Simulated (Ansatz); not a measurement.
# LiSi, space group Fd-3m: a scan of one input key

With Ansatz's Python interface.

At the Python prompt:
```pycon
>>> import ansatz as az
>>> lattice = az.Lattice.of(
...     [0.0, 3.11061, 3.11061],
...     [3.11061, 0.0, 3.11061],
...     [3.11061, 3.11061, 0.0],
... )
>>> sites = [
...     ("Li", [0.5, 0.5, 0.5]),
...     ("Li", [0.75, 0.75, 0.75]),
...     ("Si", [0.25, 0.25, 0.25]),
...     ("Si", [0.0, 0.0, 0.0]),
... ]
>>> xtal = az.Crystal(lattice=lattice)
>>> for symbol, position in sites:
...     xtal = xtal.atom(symbol, position)
...
>>> xtal.resolved().tree()["lattice"]
((0.0, 3.11061, 3.11061), (3.11061, 0.0, 3.11061), (3.11061, 3.11061, 0.0))
>>> base = (
...     xtal.calculation()
...     .functional(az.Functional.LDA)
...     .pseudopotentials("paw")
...     .kpoints(7, 7, 7)
...     .occupations("cold")
...     .band_table()
... )
>>> typed = base.input()
>>> rows = []
>>> for value in [0.0001, 1e-06, 1e-08]:
...     edited = typed.set(az.key.scf.convergence.dr2_threshold, value)
...     rep = az.Session.from_dict(edited).plan().execute().report
...     rows.append((value, rep["free_energy_ev"], rep["n_iterations"], len(rep["eigenvalues_ev"][0]) if "eigenvalues_ev" in rep else 0))
...
DeckWarning: basis.ecutwfc = 420 eV, auto-derived from the records' recommended cutoffs: set by Li (normal level)
>>> for row in rows:
...     print("; ".join(f"{name} = {round(v, 4) if isinstance(v, float) else v}" for name, v in zip(["threshold eV", "F eV", "iterations", "bands listed"], row)))
...
threshold eV = 0.0001; F eV = -1620.4068; iterations = 4; bands listed = 11
threshold eV = 0.0; F eV = -1620.4068; iterations = 5; bands listed = 11
threshold eV = 0.0; F eV = -1620.4068; iterations = 6; bands listed = 11
```

Caveats:
- Absolute energies stand on the zero of these potentials, so only differences at equal settings mean something. A total without «per atom» is that of the cell as typed.
- The mesh is modest for a metal, so energies can be off by several to tens of meV an atom and pressures by half a GPa or more; differences at equal mesh fare better.
- This cell is a computed structure, which may not be the phase found in nature.
- Warnings are shown shortened and without file and line.
- Timing: 2.5 s on 1 thread of Arm Neoverse V2, with other jobs on the host, peak memory 0.34 GiB.
